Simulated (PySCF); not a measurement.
# Si2H4O2F2 (SMILES O[SiH2][Si](O)(F)F) at 5 levels

We compute a comparison of 5 runs (HF/STO-3G, PBE0/6-31G*, B3LYP/6-31G*, PBE0/def2-SVP, MP2/6-31+G*) of Si2H4O2F2. Input form: a Python script.

The calculation is run with PySCF 2.14.0.

## 1. The molecule

Si2H4O2F2: 10 atoms, total charge 0, spin state singlet. SMILES: `O[SiH2][Si](O)(F)F`. Geometry: relaxed at PBE0-D4/def2-TZVP. This is one conformer, not always the lowest.

Bond lengths: O1–Si2 1.649 Å, Si2–Si3 2.342 Å, Si3–O4 1.622 Å, Si3–F5 1.597 Å, Si3–F6 1.593 Å, O1–H7 0.958 Å, Si2–H8 1.489 Å, Si2–H9 1.481 Å, O4–H10 0.959 Å. Some angles: O1–Si2–Si3 110.5°, Si2–Si3–O4 109.9°, Si2–Si3–F5 109.4°, Si2–Si3–F6 113.2°, O4–Si3–F5 110.4°, O4–Si3–F6 109.7°, F5–Si3–F6 104.1°, O1–Si2–H8 112.3°, O1–Si2–H9 106.4°, Si3–Si2–H8 107.8°.

## 2. Energy and gradient at HF/STO-3G (run 1)

The input, mol.xyz:

```xyz
10
F2H4O2Si2
O     -0.797000    -1.696000     1.507100
Si     0.439200    -1.062100     0.618700
Si    -0.219700     0.946100    -0.389700
O      0.874500     1.390800    -1.500900
F     -1.654300     0.755800    -1.065000
F     -0.436700     2.129600     0.654000
H     -1.637600    -1.838300     1.069500
H      0.890200    -1.985000    -0.459500
H      1.554700    -0.824700     1.563700
H      0.812000     2.244300    -1.934500
```

The input, job.py:

```python
from pyscf import gto

system = gto.M(
    atom='mol.xyz',
    spin=0,
    verbose=4,
    basis='sto-3g',
    max_memory=1860,
    charge=0,
)

mf = system.RHF()
mf.conv_tol = 1e-10
mf.kernel()
if not mf.converged:
    mf = mf.newton().run(mf.mo_coeff, mf.mo_occ)

etot = mf.e_tot
print('Final energy', etot)
grad = mf.nuc_grad_method().kernel()
mf.analyze()
```

Run with:

```sh
OMP_NUM_THREADS=1 python job.py
```

What it wrote:

```text
PySCF version 2.14.0

[... 80 lines left out ...]
One-electron Energy =                -2087.259045658119703
[... 10 lines left out ...]
MO #6   energy= -20.1793657381362  occ= 2
[... 8 lines left out ...]
MO #15  energy= -1.46038979172467  occ= 2
[... 8 lines left out ...]
MO #24  energy= -0.508416842770787 occ= 2
[... 8 lines left out ...]
MO #33  energy= -0.293467753788182 occ= 2
[... 8 lines left out ...]
MO #42  energy= 0.767646540916688  occ= 0
[... 55 lines left out ...]
Dipole moment(X, Y, Z, Debye):  0.08564,  0.11075, -1.08483
```

It took 2.2 s on 1 thread of Arm Neoverse V2, shared host; peak memory 0.12 GiB.

## 3. Energy and forces at PBE0/6-31G(d) (spherical functions) (run 2)

The input, input.py:

```python
# O[SiH2][Si](O)(F)F
from pyscf import gto, dft

mol = gto.M(
    atom='''
O     -1.506112    -3.204976     2.848006
Si     0.829968    -2.007078     1.169174
Si    -0.415173     1.787870    -0.736426
O      1.652565     2.628231    -2.836290
F     -3.126174     1.428255    -2.012558
F     -0.825243     4.024361     1.235881
H     -3.094616    -3.473884     2.021062
H      1.682234    -3.751106    -0.868329
H      2.937957    -1.558457     2.954965
H      1.534458     4.241112    -3.655675
''',
    unit='bohr',
    max_memory=1860,
    charge=0,
    verbose=4,
    basis='6-31g*',
)

calc0 = dft.RKS(mol, xc='pbe0')
calc0.conv_tol = 1e-10
calc0.grids.level = 5
calc0.kernel()
if not calc0.converged:
    calc0 = calc0.newton().run(calc0.mo_coeff, calc0.mo_occ)

e_tot = calc0.e_tot
print('E(%s) = %.9f' % ('PBE0', e_tot))
grad = calc0.nuc_grad_method().kernel()
calc0.analyze()
```

Run with:

```sh
OMP_NUM_THREADS=1 python input.py
```

What it wrote:

```text
PySCF version 2.14.0

[... 106 lines left out ...]
MO #5   energy= -19.24113314243    occ= 2
[... 18 lines left out ...]
MO #24  energy= -0.467676386526731 occ= 2
[... 18 lines left out ...]
MO #43  energy= 0.224833549868672  occ= 0
[... 18 lines left out ...]
MO #62  energy= 0.986764149383135  occ= 0
[... 18 lines left out ...]
MO #81  energy= 1.75952423264497   occ= 0
[... 18 lines left out ...]
MO #100 energy= 2.98197984777424   occ= 0
[... 113 lines left out ...]
Dipole moment(X, Y, Z, Debye):  0.01178,  0.23039, -1.50052
```

It took 48 s on 1 thread of Arm Neoverse V2, shared host; peak memory 0.99 GiB.

Run 3 isn't shown in full; the table further down has it.

## 4. Energy and gradient at PBE0/def2-SVP (run 4)

The input, calc.py:

```python
import pyscf.grad
from pyscf import gto, dft

molecule = gto.M(
    atom=[
    ('O', (-0.797000, -1.696000, 1.507100)),
    ('Si', (0.439200, -1.062100, 0.618700)),
    ('Si', (-0.219700, 0.946100, -0.389700)),
    ('O', (0.874500, 1.390800, -1.500900)),
    ('F', (-1.654300, 0.755800, -1.065000)),
    ('F', (-0.436700, 2.129600, 0.654000)),
    ('H', (-1.637600, -1.838300, 1.069500)),
    ('H', (0.890200, -1.985000, -0.459500)),
    ('H', (1.554700, -0.824700, 1.563700)),
    ('H', (0.812000, 2.244300, -1.934500)),
],
    basis='def2-svp',
    verbose=4,
    spin=0,
    max_memory=1860,
)

mf = dft.RKS(molecule)
mf.xc = 'pbe0'
mf.grids.level = 5
mf.conv_tol = 1e-10
mf.kernel()
if not mf.converged:
    mf = mf.newton().run(mf.mo_coeff, mf.mo_occ)

etot = mf.e_tot
print('E(%s) = %.9f' % ('PBE0', etot))
grad = mf.Gradients().kernel()
dip = mf.dip_moment()
pop, q = mf.mulliken_pop()
```

Run with:

```sh
OMP_NUM_THREADS=1 python calc.py
```

What it wrote:

```text
PySCF version 2.14.0

[... 79 lines left out ...]
converged SCF energy = -930.676524946431
[... 13 lines left out ...]
Dipole moment(X, Y, Z, Debye):  0.06939,  0.20625, -1.46264
[... 123 lines left out ...]
charge of    9H =      0.20626
```

Run time: 52 s. Hardware: 1 thread of Arm Neoverse V2, shared host; peak memory 1.1 GiB.

## 5. Energy and gradient at MP2/6-31+G(d) (spherical functions) (run 5)

The input, run.py:

```python
# O[SiH2][Si](O)(F)F
from pyscf import gto, mp

mol = gto.M(
    atom='''
O     -0.797000    -1.696000     1.507100
Si     0.439200    -1.062100     0.618700
Si    -0.219700     0.946100    -0.389700
O      0.874500     1.390800    -1.500900
F     -1.654300     0.755800    -1.065000
F     -0.436700     2.129600     0.654000
H     -1.637600    -1.838300     1.069500
H      0.890200    -1.985000    -0.459500
H      1.554700    -0.824700     1.563700
H      0.812000     2.244300    -1.934500
''',
    basis='6-31+g*',
    max_memory=1860,
    verbose=3,
    charge=0,
)

mf = mol.RHF()
mf.conv_tol = 1e-10
mf.kernel()
if not mf.converged:
    mf = mf.newton().run(mf.mo_coeff, mf.mo_occ)

pt = mp.MP2(mf, frozen=14).run()
etot = pt.e_tot
print('E(%s) = %.9f' % ('MP2', etot))
grad = pt.nuc_grad_method().kernel()
mf.analyze()
```

Run with:

```sh
OMP_NUM_THREADS=1 python run.py
```

What it wrote:

```text
converged SCF energy = -928.995026811296
[... 30 lines left out ...]
MO #19  energy= -0.822507970177388 occ= 2
[... 20 lines left out ...]
MO #40  energy= 0.104822250421732  occ= 0
[... 20 lines left out ...]
MO #61  energy= 0.437025773407725  occ= 0
[... 20 lines left out ...]
MO #82  energy= 1.22499387776415   occ= 0
[... 20 lines left out ...]
MO #103 energy= 2.01328067540839   occ= 0
[... 20 lines left out ...]
MO #124 energy= 3.35190335303842   occ= 0
[... 11 lines left out ...]
Dipole moment(X, Y, Z, Debye):  0.23443,  0.17040, -1.67386
```

Run time: 43 s. Hardware: 1 thread of Arm Neoverse V2, shared host; peak memory 1.5 GiB.

## 6. The series

```csv
run,level,integration grid,Cartesian functions,energy (Eh),dipole moment (D) of the reference,HOMO energy (eV),LUMO energy (eV),wall time
1,HF/STO-3G,–,no,-917.368399,1.09,-7.99,10.17,2.2 s
2,PBE0/6-31G* (spherical functions),5,no,-931.086755,1.52,-8.16,-0.29,48 s
3,B3LYP/6-31G* (Cartesian functions),5,yes,-931.723086,1.49,-7.91,-0.51,50 s
4,PBE0/def2-SVP,5,no,-930.676525,1.48,-8.22,-0.27,52 s
5,MP2/6-31+G* (spherical functions),–,no,-929.867891,1.70,-11.76,1.54,43 s
```

## 7. What came out

```
                                           quantity          value
                                run 5: total energy  -929.86789 Eh
        run 5: dipole moment (Hartree–Fock density)         1.70 D
         run 5: HOMO energy (Hartree–Fock orbitals)      -11.76 eV
         run 5: LUMO energy (Hartree–Fock orbitals)        1.54 eV
       run 5: HOMO–LUMO gap (Hartree–Fock orbitals)       13.30 eV
run 5: correlation energy (14 core orbitals frozen)     -872.9 mEh
                    run 5: largest force on an atom     1.361 eV/Å
```

**Reading.** Over runs 1, 2, 3, 4 the dipole moment (its size) runs from 1.09 D (HF/STO-3G) to 1.52 D (PBE0/6-31G*). The two ends differ in method and basis. Over runs 1, 2, 3, 4 the HOMO–LUMO gap runs from 7.40 eV (B3LYP/6-31G*) to 18.15 eV (HF/STO-3G). Totals of different functionals can't be ranked against each other. In run 1 the basis is minimal, so the values are rough. All runs together took 3.3 min, the longest 52 s.
